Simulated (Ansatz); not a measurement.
**C4H4OSe: one species, many methods**

One table from this session's results is given with a row withheld; the runs are named, their logs left out.

Program: Ansatz 0.2.0, Gaussian basis. Level of theory: functionals in def2-TZVPP, the program's frozen cores in correlated methods. These are calculated values, not measurements.

Levels to be run: LDA (SPW92), PBE-D4, revPBE-D4, BLYP-D4, r2SCAN-D4, B97M-V, PBE0-D4, B3LYP-D4, r2SCANh-D4, r2SCAN0-D4, HSE06-D4, BHLYP-D4, CAM-B3LYP-D4, LC-ωPBE, ωB97X-V, ωB97M-V, B2PLYP, PBE-QIDH; CCSD(T)/def2-SVP; CCSD(T)/def2-TZVPP; MP2/def2-QZVPP; extrapolation to the limit; RPA on PBE.

## The geometry

All runs share one geometry, relaxed beforehand with PBE0-D4 in a triple-zeta def2 set.

10 atoms, charge 0, spin multiplicity 1.

Atoms are counted from 1 here; the program's logs count them from 0.

Bond lengths: C1–C2 1.294 Å, C1–H7 1.085 Å, C1–H8 1.085 Å, C2–C4 1.307 Å, Se3–C4 1.920 Å, Se3–H9 1.472 Å, C4–C5 1.489 Å, C5–O6 1.199 Å, C5–H10 1.109 Å. Angles: C2–C1–H7 120.8°, C2–C1–H8 121.1°, H7–C1–H8 118.1°, C1–C2–C4 178.5°, C4–Se3–H9 95.1°, C2–C4–Se3 119.7°, C2–C4–C5 121.7°, Se3–C4–C5 118.4°, C4–C5–O6 124.5°, C4–C5–H10 113.5°, O6–C5–H10 122.0°.

Set-up of the first run:

The input, in.yaml:

```yaml
crystal:
  periodic: [false, false, false]
  atoms:
    - {symbol: C, position_ang: [-0.010692, -2.054927, -0.604446]}
    - {symbol: C, position_ang: [0.109819, -0.835398, -0.190019]}
    - {symbol: Se, position_ang: [1.488821, 0.862501, 1.571316]}
    - {symbol: C, position_ang: [0.228381, 0.408059, 0.195512]}
    - {symbol: C, position_ang: [-0.511096, 1.510286, -0.478283]}
    - {symbol: O, position_ang: [-1.386049, 1.348137, -1.282304]}
    - {symbol: H, position_ang: [-0.778983, -2.706012, -0.199966]}
    - {symbol: H, position_ang: [0.649682, -2.456408, -1.366246]}
    - {symbol: H, position_ang: [0.475460, 1.351541, 2.519986]}
    - {symbol: H, position_ang: [-0.182143, 2.521020, -0.162650]}
basis:
  gaussian: {orbitals: def2-TZVPP}
hamiltonian: {xc: lda}
output: {orbitals: {seedname: orbitals}}
```

Steps of the session up to this table: LDA; PBE-D4 (GGA); revPBE-D4 (GGA); BLYP-D4 (GGA); r2SCAN-D4 (meta-GGA); B97M-V (meta-GGA); PBE0-D4 (hybrid); B3LYP-D4 (hybrid); r2SCANh-D4 (hybrid); r2SCAN0-D4 (hybrid); HSE06-D4 (hybrid); BHLYP-D4 (hybrid); CAM-B3LYP-D4 (range-separated); LC-ωPBE (range-separated); ωB97X-V (range-separated); ωB97M-V (range-separated); B2PLYP (double hybrid); PBE-QIDH (double hybrid).

One of the session's tables, all rows but one given; the rest of the session is left out.

It belongs to the step «Orbital energies across the functionals». 

```
  functional  HOMO (eV)  LUMO (eV)  gap (eV)
 LDA (SPW92)      -6.07      -3.21      2.86
      PBE-D4      -5.90      -2.97      2.93
   revPBE-D4      -5.84      -2.88      2.96
     BLYP-D4      -5.75      -2.82      2.92
   r2SCAN-D4      -6.16      -2.83      3.33
      B97M-V      -6.22      -2.71      3.51
     PBE0-D4      -7.07      -1.99      5.08
    B3LYP-D4      -6.84      -2.21      4.63
  r2SCANh-D4          ?          ?         ?
  r2SCAN0-D4      -7.24      -1.92      5.32
    HSE06-D4      -6.68      -2.37      4.30
    BHLYP-D4      -8.08      -0.86      7.22
CAM-B3LYP-D4      -8.37      -0.83      7.54
     LC-ωPBE      -9.73       0.32     10.05
     ωB97X-V      -9.37       0.26      9.63
     ωB97M-V      -9.24       0.20      9.44
```

**Question.** Estimate the row for r2SCANh-D4.

Worked estimate for «HOMO (eV)». Against the share of exact exchange, r2SCAN-D4 (0, -6.16), r2SCAN0-D4 (0.25, -7.24) give a slope of -4.32 per unit share; at 0.1 the line stands at -6.59.

The run gave: HOMO (eV): -6.59; LUMO (eV): -2.47; gap (eV): 4.12. In «HOMO (eV)» the line misses by 0.00.
